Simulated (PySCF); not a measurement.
# FeCl₂⁺: relaxation and vibrations of the doublet

Aim: relax FeCl₂⁺ as a doublet from a bent start, check by its vibrations whether the end is a minimum, and collect its spectrum and constants.

Program: PySCF 2.14.0. Level of theory: PBE0, basis Fe def2-SVP, Cl def2-SVP, no relativity, density fitting. These are calculated values, not measurements.

## 1. The system as given

3 atoms, charge 1, spin multiplicity 2.

Bond lengths: Fe1–Cl2 2.107 Å, Fe1–Cl3 2.107 Å. Angles: Cl2–Fe1–Cl3 110.0°.

Coordinates in bohr (charge 1 multiplicity 2):
```
Fe    0.0000    0.0000    0.0000
Cl    3.2617    0.0000    2.2837
Cl   -3.2617    0.0000    2.2837
```

## 2. First SCF at the start

The steps below are one call of a driver around PySCF. For each, scf.py gives the equivalent set-up of the SCF; relaxations use the driver's own optimiser. After this first run the driver tries any further starts and a stability analysis.

Contents of scf.py:

```python
from pyscf import gto, scf, dft
mol = gto.M(atom='''
Fe     0.000000     0.000000     0.000000
Cl     1.726000     0.000000     1.208500
Cl    -1.726000     0.000000     1.208500''',
    basis={'Fe': 'def2-SVP', 'Cl': 'def2-SVP'},
    charge=1, spin=1)
mf = dft.UKS(mol, xc='PBE0')
mf.grids.atom_grid = (50, 194)
aux = {'Fe': 'def2-universal-JKFIT', 'Cl': 'def2-universal-JKFIT'}
mf = mf.density_fit(auxbasis=aux)
mf.conv_tol = 1e-08
mf.diis_space = 10
mf.max_cycle = 60
mf.init_guess = 'minao'
mf.verbose = 4
mf.kernel()
```

Run with:

```sh
$ OMP_NUM_THREADS=2 python axn.py task.json out
```

After this run come: Relaxation: bent start, doublet; Is it a minimum? Harmonic modes.

Before running it: what results should come out? Wanted: minimum; geometry; wavenumbers; dipole moment; highest occupied, lowest empty level; polar-tensor charge of Fe1; zero-point energy; ⟨S²⟩.

The runs gave:

```
                                          quantity                                value
                                           minimum      broken-symmetry (Ms = 1/2), C2v
                                          geometry  Fe–Cl 2.061 Å (×2); Cl–Fe–Cl 126.5°
                                wavenumbers (cm⁻¹)                         54, 384, 502
                    dipole moment (centre of mass)                               2.88 D
highest occupied, lowest empty level (either spin)                    -15.37, -12.09 eV
                        polar-tensor charge of Fe1                              +1.13 e
                                 zero-point energy                           5.6 kJ/mol
                               entropy at 298.15 K                      303.8 J/(mol K)
                                              ⟨S²⟩                                2.483
```

What this shows: The bent start keeps its C2v symmetry and ends in a minimum. The determinant is spin-contaminated (⟨S²⟩ = 2.48 against 0.75), so it is no pure spin state. In the infrared the band at 502 cm⁻¹ (stretch) leads. The first SCF alone would have been 8 kJ/mol too high. Only this shape and spin were tried, so other structures or states may lie lower. The SCF density has lower symmetry than the nuclear frame. Open d and f shells are described by one determinant, and the ground state may have another occupation or spin.
